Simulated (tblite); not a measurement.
# AlH5O3SSi2: the cost of one run

Computed with tblite 0.8.0 and PySCF 2.14.0; each step states its level. No surroundings beyond the atoms listed, unless a continuum is named. Atoms count from 0, parts from 1.

## Step 1: The system as given

12 atoms, charge 0, multiplicity 1; geometry: distance geometry start.

## Step 2: Geometry optimisation with GFN2-xTB

Job settings and geometry (Å):

```
{"job": {"kind": "relax", "xc": "GFN2-xTB", "basis": "xTB"}, "charge": 0, "multiplicity": 1}
Si    -0.369449    -1.347890     0.038072
S      0.785803    -0.680638     1.703354
Si     2.638527     0.417680     1.577362
O     -1.556247    -1.722634    -1.263105
Al    -3.108025    -0.703608    -1.606844
O     -2.817470     1.071935    -2.093519
O     -4.566982    -1.047709    -0.514500
H      2.583255     1.275975     0.452993
H      2.808609     1.186656     2.767004
H      3.723144    -0.488669     1.403847
H     -2.116403     1.635678    -1.769153
H     -4.506107    -1.456844     0.392721
```

With the program's defaults for keys left out, this is: GFN2-xTB geometry optimisation, gas phase.

The run is started by

```console
> OMP_NUM_THREADS=1 python cluster_run.py task.json out
```

The driver reads the jobs from task.json and runs them one after another.

**Question.** How long does this first job take on 1 thread of Arm Neoverse V1, shared host?

About 3.4 s.
